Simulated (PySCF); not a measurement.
# CH3BFN: the cost of one run

The runs use PySCF 2.14.0, with density-fitted response routines of our own; the level of theory stands in each step. All values are computed, except where a source is named. Atoms count from 0, in the outputs and in this text.

## (1) Starting geometry

7 atoms, charge 0, multiplicity 1; geometry from: PBE0-D3(BJ)/def2-SVP.

Bonds of the start (Å): C0–N1 1.15, N1–B2 1.61, B2–F3 1.38, C0–H4 1.08, B2–H5 1.23, B2–H6 1.23.

## (2) Spin-spin couplings: B3LYP/def2-TZVP

What the job is given:

```
{"job": {"kind": "j", "xc": "B3LYP", "basis": "def2-TZVP"}, "charge": 0, "multiplicity": 1}
C      1.254425     0.295516    -1.005568
N      0.407414     0.101609    -0.257658
B     -0.755151    -0.195845     0.821563
F     -1.871725     0.478037     0.376125
H      2.053506     0.476820    -1.710073
H     -0.244248     0.239848     1.849407
H     -0.817890    -1.421061     0.775035
```

Method: B3LYP/def2-TZVP indirect spin-spin coupling, non-relativistic, gas phase.

On the command line:

```bash
> OMP_NUM_THREADS=1 python probes_run.py task.json out
```

One launch serves the whole session: the jobs run in the order shown.

Q: Estimate the wall time and peak memory of this first job on 1 thread of Arm Neoverse V1, shared host.

About 15 s, with a peak of 0.54 GiB.
